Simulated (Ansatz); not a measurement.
**CH₆OSSi₂: a ladder of functionals and wavefunction methods**

How much do the methods differ for CH₆OSSi₂? The plan is to run it at one geometry with functionals of several rungs and with coupled cluster. The yardstick is the atomisation energy at the CCSD(T) limit.

Method: functionals in def2-TZVPP, the program's frozen cores in correlated methods; program: Ansatz 0.2.0, Gaussian basis.

The runs, in order: LDA (SPW92), PBE-D4, revPBE-D4, BLYP-D4, r2SCAN-D4, B97M-V, PBE0-D4, B3LYP-D4, r2SCANh-D4, r2SCAN0-D4, HSE06-D4, BHLYP-D4, CAM-B3LYP-D4, LC-ωPBE, ωB97X-V, ωB97M-V, B2PLYP, PBE-QIDH; CCSD(T)/def2-SVP; CCSD(T)/def2-TZVPP; MP2/def2-QZVPP; extrapolation to the limit; RPA on PBE.

### Step 1. Structure used throughout

The geometry comes from an earlier relaxation with PBE0-D4 in a triple-zeta def2 set; it is a stationary point, not always the lowest conformer.

SMILES `O[Si]1(S)C[SiH2]1`, 11 atoms, charge 0, spin multiplicity 1.

Atoms are counted from 1 here; the program's logs count them from 0.

Bond lengths: O1–Si2 1.642 Å, O1–H6 0.960 Å, Si2–S3 2.123 Å, Si2–C4 1.860 Å, Si2–Si5 2.242 Å, S3–H7 1.347 Å, C4–Si5 1.929 Å, C4–H8 1.090 Å, C4–H9 1.088 Å, Si5–H10 1.483 Å, Si5–H11 1.483 Å. Angles: Si2–O1–H6 116.5°, O1–Si2–S3 114.6°, O1–Si2–C4 113.2°, O1–Si2–Si5 124.7°, S3–Si2–C4 118.0°, S3–Si2–Si5 117.2°, C4–Si2–Si5 55.2°, Si2–S3–H7 95.1°, Si2–C4–Si5 72.5°, Si2–C4–H8 116.9°, Si2–C4–H9 118.6°, Si5–C4–H8 114.5°, Si5–C4–H9 117.5°, H8–C4–H9 111.7°, Si2–Si5–C4 52.3°, Si2–Si5–H10 123.6°, Si2–Si5–H11 122.2°, C4–Si5–H10 116.6° and more.

### Step 2. LDA

This LDA is Slater exchange with PW92 correlation.

in.yaml reads:

```yaml
crystal:
  periodic: [false, false, false]
  atoms:
    - {symbol: O, position_ang: [-0.846973, 1.277206, 1.471537]}
    - {symbol: Si, position_ang: [0.122753, 0.598572, 0.333688]}
    - {symbol: S, position_ang: [1.481544, 1.946487, -0.585713]}
    - {symbol: C, position_ang: [-0.766506, -0.620919, -0.752707]}
    - {symbol: Si, position_ang: [0.602293, -1.587577, 0.202722]}
    - {symbol: H, position_ang: [-0.407367, 1.722416, 2.199094]}
    - {symbol: H, position_ang: [0.526605, 2.730417, -1.122387]}
    - {symbol: H, position_ang: [-1.785638, -0.882762, -0.469387]}
    - {symbol: H, position_ang: [-0.658932, -0.533460, -1.831470]}
    - {symbol: H, position_ang: [1.716934, -2.135859, -0.607066]}
    - {symbol: H, position_ang: [0.080686, -2.571518, 1.182287]}
basis:
  gaussian: {orbitals: def2-TZVPP}
hamiltonian: {xc: lda}
output: {orbitals: {seedname: orbitals}}
```

Launch:

```bash
ansatz run in.yaml --threads 4 --pin off --events-out ev --progress --plain --max-ram 10444MiB
```

The runs that follow: PBE-D4 (GGA); revPBE-D4 (GGA); BLYP-D4 (GGA); r2SCAN-D4 (meta-GGA); B97M-V (meta-GGA); PBE0-D4 (hybrid); B3LYP-D4 (hybrid); r2SCANh-D4 (hybrid); r2SCAN0-D4 (hybrid); HSE06-D4 (hybrid); BHLYP-D4 (hybrid); CAM-B3LYP-D4 (range-separated); LC-ωPBE (range-separated); ωB97X-V (range-separated); ωB97M-V (range-separated); B2PLYP (double hybrid); PBE-QIDH (double hybrid); CCSD(T) in def2-SVP; CCSD(T) in def2-TZVPP; MP2 in def2-QZVPP; RPA on PBE orbitals.

Q: Predict the results of all the runs planned. Wanted: atomisation energy, CCSD(T)/CBS; farthest beyond LDA; mean size of error, GGA; mean size of error, meta-GGA; mean size of error, hybrid; mean size of error, range-separated; mean size of error, double hybrid; gap, smallest and largest; T1 diagnostic.

As calculated:

| quantity | value |
| --- | --- |
| atomisation energy, CCSD(T)/CBS | 3800.0 kJ/mol |
| functionals within 19.0 kJ/mol (0.5 %) | r2SCAN-D4, PBE0-D4, r2SCANh-D4, HSE06-D4, CAM-B3LYP-D4, ωB97M-V |
| farthest beyond LDA | BHLYP-D4 (-123.9 kJ/mol) |
| mean size of error, GGA | 43.4 kJ/mol |
| mean size of error, meta-GGA | 23.1 kJ/mol |
| mean size of error, hybrid | 38.4 kJ/mol |
| mean size of error, range-separated | 21.6 kJ/mol |
| mean size of error, double hybrid | 54.5 kJ/mol |
| gap, smallest and largest | 4.27 eV (LDA (SPW92)), 10.90 eV (LC-ωPBE) |
| T1 diagnostic | 0.0127 |
| triples share of the correlation energy | 4.2 % |

The LDA atomisation energy is off by 534.8 kJ/mol (14 %): it overbinds. PBE-D4 misses by +42.3 kJ/mol. Double hybrids carry the basis error of their MP2 part in triple zeta, and no dispersion term here, so their miss is partly the set-up's. By mean error the best rung here is range-separated (21.6 kJ/mol) and the worst beyond LDA is double hybrid (54.5 kJ/mol). GGA functionals lie within the reference's doubt of that worst mean (43.4 kJ/mol), so those two tie. The gap between the best rungs is small, so their order is not settled. Misses under about 19.0 kJ/mol are within the doubt on the reference itself, which lacks core-valence correlation, relativity and higher excitations. Hartree-Fock recovers 71 % of the binding; the rest is correlation. CCSD(T) in def2-SVP is off by -312.8 kJ/mol, more than most functionals: a good method in a small basis is no reference. The gap grows from 4.3 to 10.9 eV across the functionals, mostly with the share of exact exchange.
